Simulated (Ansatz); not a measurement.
## Be3Fe, space group Pm-3m: a relaxation of cell and ions, step by step

Program: Ansatz 0.2.0 through its Python package.

Interactive session:
```pycon
>>> import ansatz as az
>>> from ase import Atoms
>>> from ase.data import atomic_numbers
>>> from ase.io import write
>>> import matplotlib.pyplot as plt
>>> import numpy as np
>>> import spglib
>>> def edges_and_angles(cell):
...     cell = np.asarray(cell)
...     a, b, c = np.linalg.norm(cell, axis=1)
...     cosines = cell[1] @ cell[2] / (b * c), cell[0] @ cell[2] / (a * c), cell[0] @ cell[1] / (a * b)
...     return (a, b, c, *np.degrees(np.arccos(cosines)))
...
>>> be3fe = (
...     az.Lattice.cubic(3.239001)
...     .space_group(221)
...     .atom('Be', (0.0, 0.5, 0.5))
...     .atom('Fe', (0.0, 0.0, 0.0))
...     .moments(Fe=3.5)
... )
>>> be3fe.resolved().sites[-1]
Site(symbol='Fe', position=(0.0, 0.0, 0.0), moment=None, axis=None, held=None, saved=None)
>>> model = (
...     be3fe.calculation()
...     .functional('LDA')
...     .basis(450)
...     .kpoints(mesh=(8, 8, 8), center='gamma')
...     .occupations('fermi_dirac', width=0.15)
...     .spin(az.SpinTreatment.COLLINEAR)
...     .relax(fix_cell=['shape'], stress_tolerance=0.01)
... )
>>> steps = []
>>> def collect(event):
...     if event['event'] == 'relax_step':
...         steps.append(event['data'])
...
>>> outcome = model.session().plan().execute(on_event=collect)
>>> report = outcome.report
>>> outcome.lattice.cell_ang
array([[ 3.17192242e+00,  3.60634659e-34,  1.69683283e-35],
       [ 1.94224232e-16,  3.17192242e+00, -1.44963600e-34],
       [ 1.94224232e-16,  1.94224232e-16,  3.17192242e+00]])
>>> {key: value for key, value in report.items() if isinstance(value, (int, float)) and 'ev' in key}
{'n_hpsi_unsolved_levels': 1128, 'gap_by_band_count_ev': -6.8213353312011265, 'fermi_energy_ev': 12.20901222893241, 'harris_foulkes_ev': -4685.5993679403255, 'scf_correction_max_component_ev_ang': 8.827178911774831e-35, 'free_energy_ev': -4685.599367940325, 'internal_energy_ev': -4685.441543280783, 'lagrangian_ev': -4685.599367940325, 'energy_sigma0_ev': -4685.520455610554, 'lagrangian_sigma0_ev': -4685.520455610554, 'lagrangian_above_aufbau_ev': -0.08367203365769038, 'entropy_ts_ev': 0.1578246595419987}
>>> print('step   energy (eV)     max comp. (eV/A)   P (GPa)  SCF')
step   energy (eV)     max comp. (eV/A)   P (GPa)  SCF
>>> for s in steps:
...     print(f'{s["step"]:4d} {s["lagrangian_ev"]:15.5f} {s["allowed_force_max_ev_ang"]:12.4f} {s["pressure_gpa"]:10.3f} {s["n_scf"]:5d}')
...
   1     -4685.53536       0.0000     -9.430    16
   2     -4685.58482       0.0000     -4.755    11
   3     -4685.59948       0.0000      0.470    11
   4     -4685.59960       0.0000     -0.000    10
   5     -4685.59937       0.0000     -0.006    11
>>> first, last = steps[0], steps[-1]
>>> symbols = [site.symbol for site in outcome.lattice.sites]
>>> print(f'energy gained {first["lagrangian_ev"] - last["lagrangian_ev"]:.4f} eV in {len(steps) - 1} steps')
energy gained 0.0640 eV in 4 steps
>>> for label, vectors in (('before', first['cell_ang']), ('after', outcome.lattice.cell_ang)):
...     print(label, 'a b c (A) {:.4f} {:.4f} {:.4f}  angles {:.2f} {:.2f} {:.2f}'.format(*edges_and_angles(vectors)), f' V = {abs(np.linalg.det(vectors)):.3f} A^3')
...
before a b c (A) 3.2390 3.2390 3.2390  angles 90.00 90.00 90.00  V = 33.981 A^3
after a b c (A) 3.1719 3.1719 3.1719  angles 90.00 90.00 90.00  V = 31.913 A^3
>>> print('final stress xx yy zz (GPa, compression positive):', np.round(np.diag(report['stress_gpa']), 3) + 0.0)
final stress xx yy zz (GPa, compression positive): [-0.006 -0.006 -0.006]
>>> print('relaxed fractional positions')
relaxed fractional positions
>>> for site in outcome.lattice.sites:
...     print(f'  {site.symbol:2s}', ' '.join(f'{v % 1:8.5f}' for v in np.round(site.position_frac, 5)))
...
  Be  0.00000  0.50000  0.50000
  Be  0.50000  0.00000  0.50000
  Be  0.50000  0.50000  0.00000
  Fe  0.00000  0.00000  0.00000
>>> print('atom   start x y z (A)              end x y z (A)')
atom   start x y z (A)              end x y z (A)
>>> for symbol, a, b in zip(symbols, first['positions_ang'], last['positions_ang']):
...     print(f'{symbol:3s}', ' '.join(f'{v:8.4f}' for v in a), '  ', ' '.join(f'{v:8.4f}' for v in b))
...
Be    0.0000   1.6195   1.6195      0.0000   1.5860   1.5860
Be    1.6195   0.0000   1.6195      1.5860   0.0000   1.5860
Be    1.6195   1.6195   0.0000      1.5860   1.5860  -0.0000
Fe    0.0000   0.0000   0.0000     -0.0000   0.0000   0.0000
>>> fractions = [site.position_frac for site in outcome.lattice.sites]
>>> numbers = [atomic_numbers[s] for s in symbols]
>>> for tolerance in (1e-3, 1e-2, 1e-1):
...     print(f'space group at {tolerance} A:', spglib.get_spacegroup((outcome.lattice.cell_ang, fractions, numbers), symprec=tolerance))
...
space group at 0.001 A: Pm-3m (221)
space group at 0.01 A: Pm-3m (221)
space group at 0.1 A: Pm-3m (221)
>>> fig, (top, bottom) = plt.subplots(2, 1, sharex=True, figsize=(4.5, 4))
>>> top.plot([s['lagrangian_ev'] - last['lagrangian_ev'] for s in steps], 'o-')
[<matplotlib.lines.Line2D object at 0x...>]
>>> top.set_ylabel('E - E(final) (eV)')
Text(0, 0.5, 'E - E(final) (eV)')
>>> bottom.semilogy([max(s['allowed_force_max_ev_ang'], 1e-6) for s in steps], 's-')
[<matplotlib.lines.Line2D object at 0x...>]
>>> bottom.set(xlabel='step', ylabel='largest force (eV/A)')
[Text(0.5, 0, 'step'), Text(0, 0.5, 'largest force (eV/A)')]
>>> fig.tight_layout()
>>> fig.savefig('relax.png', dpi=100)
>>> print('%-22s %14.5f eV' % ('F = E - TS', report['free_energy_ev']))
F = E - TS                -4685.59937 eV
>>> print('%-22s %14.5f eV' % ('E', report['internal_energy_ev']))
E                         -4685.44154 eV
>>> print('%-22s %14.5f eV' % ('Harris-Foulkes', report['harris_foulkes_ev']))
Harris-Foulkes            -4685.59937 eV
>>> print('%-22s %14.5f eV' % ('Fermi level', report['fermi_energy_ev']))
Fermi level                  12.20901 eV
>>> image = Atoms([s.symbol for s in outcome.lattice.sites], positions=[s.position_ang for s in outcome.lattice.sites], cell=outcome.lattice.cell_ang, pbc=True)
>>> write('final.extxyz', image)
>>> print(f'net moment {report["magnetization_mub"]:.3f} muB, absolute {report["absolute_magnetization_mub"]:.3f} muB')
net moment 1.044 muB, absolute 1.146 muB
>>> for index, (site, m) in enumerate(zip(outcome.lattice.sites, report['site_moments_mub'])):
...     print(f'  {index:2d} {site.symbol:2s} {m:7.3f}')
...
   0 Be  -0.009
   1 Be  -0.009
   2 Be  -0.009
   3 Fe   1.022
```

File `final.extxyz` afterwards:
```text
4
Lattice="3.171922415394797 3.6063465862933532e-34 1.6968328280671958e-35 1.9422423165784898e-16 3.171922415394797 -1.4496359989333358e-34 1.9422423165784898e-16 1.9422423165784898e-16 3.171922415394797" Properties=species:S:1:pos:R:3 pbc="T T T"
Be       0.00000000       1.58596121       1.58596121
Be       1.58596121       0.00000000       1.58596121
Be       1.58596121       1.58596121      -0.00000000
Fe      -0.00000000       0.00000000       0.00000000
```

Notes:
- Absolute energies stand on the zero of these potentials, so only differences at equal settings mean something. A total without «per atom» is that of the whole cell that was run.
- The magnetic order follows from the starting moments and needn't be the lowest.
- Forces vanish by symmetry, so the ions can't move, and the end may be a saddle.
- The mesh is modest for a metal, so energies can be off by several to tens of meV an atom and pressures by half a GPa or more; differences at equal mesh fare better.
- The zero of the levels is a convention of the potentials, so an absolute Fermi energy is no work function.
- Energies along a relaxation are free energies. Rows at an unchanged volume are solved on a plane-wave basis chosen afresh for that cell, so the energy can jump there; the script counts such rows among its steps.
- The smearing is wide enough that free energy and stress hold a thermal part of the electrons.
- A gap by band count of zero or less means overlapping bands, a metal.
- The structure comes from a database of computed cells and needn't be a stable or known phase.
- Gaps and levels are Kohn-Sham values on a finite set of k-points.
- Timing: 11 s on 1 thread of Intel(R) Xeon(R) 6975P-C (Granite Rapids), with other jobs on the host, peak memory 0.52 GiB.
